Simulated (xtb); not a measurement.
**GFN2-xTB run of GaPH4S (SMILES S[PH][GaH2])**

Wanted: a geometry optimisation of GaPH4S. 

Program for the calculation: xtb 6.7.1.

## Step 1: The molecule

GaPH4S: 7 atoms, total charge 0, spin state singlet. As SMILES, `S[PH][GaH2]`. All atoms were displaced at random from a relaxed shape. The run starts from this shape.

Bond lengths: S1–P2 2.216 Å, P2–Ga3 2.205 Å, S1–H4 1.180 Å, P2–H5 1.474 Å, Ga3–H6 1.679 Å, Ga3–H7 1.583 Å. Angles: S1–P2–Ga3 89.3°, S1–P2–H5 96.0°, Ga3–P2–H5 92.2°, P2–S1–H4 99.2°, P2–Ga3–H6 119.5°, P2–Ga3–H7 129.3°, H6–Ga3–H7 110.2°.

## Step 2: A structure relaxation at GFN2-xTB

detailed.inp

```
$opt
   engine=inertial
$end
```

mol.xyz

```xyz
7

S     -1.46106    -1.14528    -0.04590
P     -0.67408     0.82580    -0.68245
Ga     1.13813     0.46002     0.51996
H     -2.61667    -0.92961    -0.14736
H     -0.02379     0.34302    -1.91412
H      1.19799     0.99599     2.10952
H      2.37211    -0.48223     0.21302
```

On the command line:

```console
$ xtb --opt normal -I detailed.inp --parallel 1 -- mol.xyz > xtb.out 2> xtb.err
```

**Question.** What will come out? Wanted: total energy at the end; dipole moment; HOMO energy; LUMO energy; HOMO–LUMO gap; dispersion energy; mean polarisability.

Answer, from the run:

At GFN2-xTB:

```
                      quantity          value
       total energy at the end    -8.99260 Eh
                 dipole moment         1.83 D
                   HOMO energy      -10.65 eV
                   LUMO energy       -6.98 eV
                 HOMO–LUMO gap        3.68 eV
             dispersion energy  -12.81 kJ/mol
mean polarisability (D4 model)     87.3 bohr³
```

What this shows: At the final geometry: Bond lengths: S1–P2 2.134 Å, P2–Ga3 2.355 Å, S1–H4 1.330 Å, P2–H5 1.406 Å, Ga3–H6 1.581 Å, Ga3–H7 1.586 Å. Angles: S1–P2–Ga3 84.7°, S1–P2–H5 95.3°, Ga3–P2–H5 93.8°, P2–S1–H4 96.4°, P2–Ga3–H6 122.9°, P2–Ga3–H7 124.8°, H6–Ga3–H7 111.9°. The optimisation took 58 steps and changed the energy by -0.593 eV.
